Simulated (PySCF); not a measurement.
# Ag³⁺: dipole response in aug-cc-pVTZ-PP plus 1 even-tempered diffuse shell per l with ECP28

How polarisable is Ag³⁺ at the levels listed below?

Program: PySCF 2.14.0. Level of theory: unrestricted determinants in a Gaussian basis, no spin-orbit coupling in the energies. These are calculated values, not measurements, unless marked.

### Step 1. The atom as given

* Element: silver (Z = 47)
* Basis: aug-cc-pVTZ-PP with one added diffuse shell each of s, p, d, f, g type with ECP28MDF (7s7p6d4f3g, 113 functions)
* Hamiltonian: a scalar-relativistic core potential
* State 1: Ag³⁺: [Kr] 4d8, high-spin 3F determinant
* Methods: UHF, PBE, PBE0

The outer shells:

Ag3+ [Kr] 4d8
```
[Kr] core
4d [↑↓][↑↓][↑↓][↑ ][↑ ]
```

One driver process ran all states and methods and kept the integrals in memory. Each run is shown as a PySCF script that sums up its settings (the driver passes frozen orbitals as a list and adds second-order terms of double hybrids); the logs are those of the runs themselves. The driver starts from symmetry-adapted Hartree-Fock orbitals, holds the occupation by maximum overlap and uses a logarithmic radial grid for functionals, so a plain start would take other cycles.

The integrals over 113 functions and the set-up took 4.7 s of CPU time.

### Step 2. Ag³⁺: the ladder of methods

UHF:

input.py

```python
from pyscf import gto, scf, dft, mp, cc
import basis_set_exchange as bse
txt = bse.get_basis("aug-cc-pVTZ-PP", elements=["Ag"], fmt="nwchem", header=False, augment_diffuse=1)
cut = txt.index("\nECP")
mol = gto.M(atom="Ag 0 0 0", charge=3, spin=2, symmetry="D2h",
            basis=gto.basis.parse(txt[:cut]),
            ecp={"Ag": gto.basis.parse_ecp(txt[cut:])})
mf = scf.UHF(mol)
mf.irrep_nelec = {'Ag': (3, 1), 'B1g': (1, 1), 'B2g': (1, 1), 'B3g': (1, 1), 'B1u': (1, 1), 'B2u': (1, 1), 'B3u': (1, 1)}
mf.kernel()
```

What it wrote:

```text
damping factor = 0
level_shift factor = 0
DIIS = <class 'pyscf.scf.diis.CDIIS'>
diis_start_cycle = 1
diis_space = 10
diis_damp = 0
SCF conv_tol = 1e-09
SCF conv_tol_grad = None
number electrons alpha = 9  beta = 7
cycle= 1 E= -143.88975202496  delta_E= -0.0103  |g|= 0.0425  |ddm|= 0.0475
cycle= 2 E= -143.890111458183  delta_E= -0.000359  |g|= 0.00857  |ddm|= 0.01
cycle= 3 E= -143.890128096903  delta_E= -1.66e-05  |g|= 0.000735  |ddm|= 0.00345
cycle= 4 E= -143.890128303455  delta_E= -2.07e-07  |g|= 0.000261  |ddm|= 0.000606
cycle= 5 E= -143.890128329826  delta_E= -2.64e-08  |g|= 3.31e-05  |ddm|= 0.000233
cycle= 6 E= -143.890128330253  delta_E= -4.27e-10  |g|= 2.91e-06  |ddm|= 2.69e-05
converged SCF energy = -143.890128330253  <S^2> = 2.0037114  2S+1 = 3.0024733
```

CPU time 79 s on a shared host, the integrals not counted.

The occupied shells:

```
shell  electrons  mean orbital energy (eV)  spread (eV)  rms radius (bohr)
 4s α          1                   -159.67            0              0.975
 4s β          1                   -155.11            0              0.975
 4p α          3                   -117.27            0               1.06
 4p β          3                   -111.70            0               1.06
 4d α          5                   -52.662        1.407               1.35
 4d β          3                   -50.649            0               1.35
```

⟨S²⟩ = 2.004, ⟨L²⟩ = 12.05.

The driver then solved the coupled dipole response at imaginary frequencies: mean α = 3.752 bohr³, C₆ = 16.63 au for a like pair.

Energies and moments cover only the electrons outside the core potential.

PBE:

input.py differs from the last one in:

```diff
@@ -7,3 +7,3 @@
             ecp={"Ag": gto.basis.parse_ecp(txt[cut:])})
-mf = scf.UHF(mol)
+mf = dft.UKS(mol, xc="PBE")
 mf.irrep_nelec = {'Ag': (3, 1), 'B1g': (1, 1), 'B2g': (1, 1), 'B3g': (1, 1), 'B1u': (1, 1), 'B2u': (1, 1), 'B3u': (1, 1)}
```

What it wrote:

```text
damping factor = 0
level_shift factor = 0
DIIS = <class 'pyscf.scf.diis.CDIIS'>
diis_start_cycle = 1
diis_space = 10
diis_damp = 0
SCF conv_tol = 1e-09
SCF conv_tol_grad = None
number electrons alpha = 9  beta = 7
XC functionals = PBE
    J. P. Perdew, K. Burke, and M. Ernzerhof.,  Phys. Rev. Lett. 77, 3865 (1996)
    J. P. Perdew, K. Burke, and M. Ernzerhof.,  Phys. Rev. Lett. 78, 1396 (1997)
    J. P. Perdew, K. Burke, and M. Ernzerhof.,  Phys. Rev. Lett. 77, 3865 (1996)
    J. P. Perdew, K. Burke, and M. Ernzerhof.,  Phys. Rev. Lett. 78, 1396 (1997)
cycle= 1 E= -144.551054883748  delta_E= -0.00509  |g|= 0.0346  |ddm|= 0.143
cycle= 2 E= -144.551142969683  delta_E= -8.81e-05  |g|= 0.0317  |ddm|= 0.0341
cycle= 3 E= -144.551349387742  delta_E= -0.000206  |g|= 0.000859  |ddm|= 0.0159
cycle= 4 E= -144.551349577236  delta_E= -1.89e-07  |g|= 7.85e-05  |ddm|= 0.000579
cycle= 5 E= -144.551349578776  delta_E= -1.54e-09  |g|= 1.67e-06  |ddm|= 4.71e-05
cycle= 6 E= -144.551349578778  delta_E= -1.05e-12  |g|= 2.13e-08  |ddm|= 1.71e-06
converged SCF energy = -144.551349578778  <S^2> = 2.0006147  2S+1 = 3.0004098
```

It used 31 s of CPU time after the integrals (shared host).

The driver then solved the coupled dipole response at imaginary frequencies: mean α = 4.167 bohr³, C₆ = 18.78 au for a like pair.

PBE0:

input.py differs from the last one in:

```diff
@@ -7,3 +7,3 @@
             ecp={"Ag": gto.basis.parse_ecp(txt[cut:])})
-mf = dft.UKS(mol, xc="PBE")
+mf = dft.UKS(mol, xc="PBE0")
 mf.irrep_nelec = {'Ag': (3, 1), 'B1g': (1, 1), 'B2g': (1, 1), 'B3g': (1, 1), 'B1u': (1, 1), 'B2u': (1, 1), 'B3u': (1, 1)}
```

What it wrote:

```text
damping factor = 0
level_shift factor = 0
DIIS = <class 'pyscf.scf.diis.CDIIS'>
diis_start_cycle = 1
diis_space = 10
diis_damp = 0
SCF conv_tol = 1e-09
SCF conv_tol_grad = None
number electrons alpha = 9  beta = 7
XC functionals = PBE0
    C. Adamo and V. Barone.,  J. Chem. Phys. 110, 6158 (1999)
    M. Ernzerhof and G. E. Scuseria.,  J. Chem. Phys. 110, 5029 (1999)
cycle= 1 E= -144.558729687289  delta_E= -0.00418  |g|= 0.0198  |ddm|= 0.0832
cycle= 2 E= -144.558785489982  delta_E= -5.58e-05  |g|= 0.0116  |ddm|= 0.0151
cycle= 3 E= -144.558811719477  delta_E= -2.62e-05  |g|= 0.0013  |ddm|= 0.00695
cycle= 4 E= -144.558812081976  delta_E= -3.62e-07  |g|= 3.76e-05  |ddm|= 0.000738
cycle= 5 E= -144.558812082598  delta_E= -6.22e-10  |g|= 2.64e-06  |ddm|= 3.53e-05
converged SCF energy = -144.558812082598  <S^2> = 2.0011136  2S+1 = 3.0007423
```

It used 92 s of CPU time after the integrals (shared host).

The driver then solved the coupled dipole response at imaginary frequencies: mean α = 4.028 bohr³, C₆ = 18.07 au for a like pair.

Radial density 4πr²ρ of Ag³⁺ at UHF, the electrons outside the core potential:

```
r (bohr)   density  spin density
  0.0180  1.33e-05         0.000
  0.0304  3.33e-05         0.000
  0.0511  7.95e-05         0.000
  0.0859  0.000336         0.000
   0.144   0.00363         0.001
   0.243    0.0580         0.009
   0.409      1.36         0.150
   0.687      13.7         1.202
    1.16      14.1         1.819
    1.94      2.20         0.421
    3.27    0.0618         0.010
    5.50  3.83e-05         0.000
```

### Step 3. Polarisabilities and C₆

Ag³⁺, in atomic units:

```
method  mean α  C₆ (like pair)  S(−4)
   UHF   3.752           16.63  2.264
   PBE   4.167           18.78  3.188
  PBE0   4.028           18.07  2.846
```

α(iu) at PBE0:

```
u (hartree)  α(iu) (bohr³)
          0          4.028
     0.0500          4.021
      0.100          4.000
      0.200          3.920
      0.300          3.797
      0.500          3.477
      0.750          3.040
       1.00          2.636
       1.50          1.986
       2.00          1.520
       3.00         0.9443
       5.00         0.4435
```

### Step 4. Results

```
 quantity                             value
α of Ag³⁺  3.752 (UHF) to 4.167 (PBE) bohr³
```

In words: A single London oscillator with the computed α and C₆ of Ag³⁺ at UHF would have ω = 4 C₆ / (3 α²) = 1.58 hartree. All values hold for this basis alone; no basis-set limit was taken.
